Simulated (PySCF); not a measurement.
# CH7N3Si2: the cost of one run

The runs use PySCF 2.14.0, with density-fitted response routines of our own; the level of theory stands in each step. All values are computed, except where a source is named. Atoms are numbered from 0 throughout.

### 1 Starting geometry

13 atoms, charge 0, multiplicity 1; geometry from: GFN2-xTB. The atoms were then displaced at random by about 0.01 Å, so the start is not that level's minimum.

Bonds of the start (Å): N0–C1 1.13, C1–Si2 1.87, Si2–N3 1.70, Si2–Si4 2.32, Si4–N5 1.73, Si2–H6 1.47, N3–H7 1.00, N3–H8 1.04, Si4–H9 1.47, Si4–H10 1.46, N5–H11 1.01, N5–H12 0.98.

### 2 Optimising the geometry at PBE0-D3(BJ)/def2-SVP

The job: settings as JSON, then the geometry in Å.

```
{"job": {"xc": "PBE0", "basis": "def2-SVP", "d3": "d3bj", "grid": 1, "shake": 0.01, "kind": "geom"}, "charge": 0, "multiplicity": 1}
N     -2.124440     1.599910     1.957850
C     -1.710130     0.807680     1.273680
Si    -0.895700    -0.496300     0.209020
N     -1.552210    -0.207610    -1.331250
Si     1.383640    -0.112170     0.048700
N      1.887700     0.169410     1.680930
H     -1.320460    -1.738790     0.878070
H     -1.187330    -0.655960    -2.146500
H     -2.588290    -0.130880    -1.397400
H      1.736150     0.967180    -0.878830
H      2.147620    -1.286010    -0.354120
H      1.382410     0.810930     2.267400
H      2.846870     0.255730     1.874800
```

The run is started by

```sh
$ OMP_NUM_THREADS=1 python probes_run.py task.json out
```

One launch serves the whole session: the jobs run in the order shown.

Q: Estimate the wall time and peak memory of this first job on 1 thread of Arm Neoverse N1, shared host.

About 2.8 min, with a peak of 0.5 GiB.
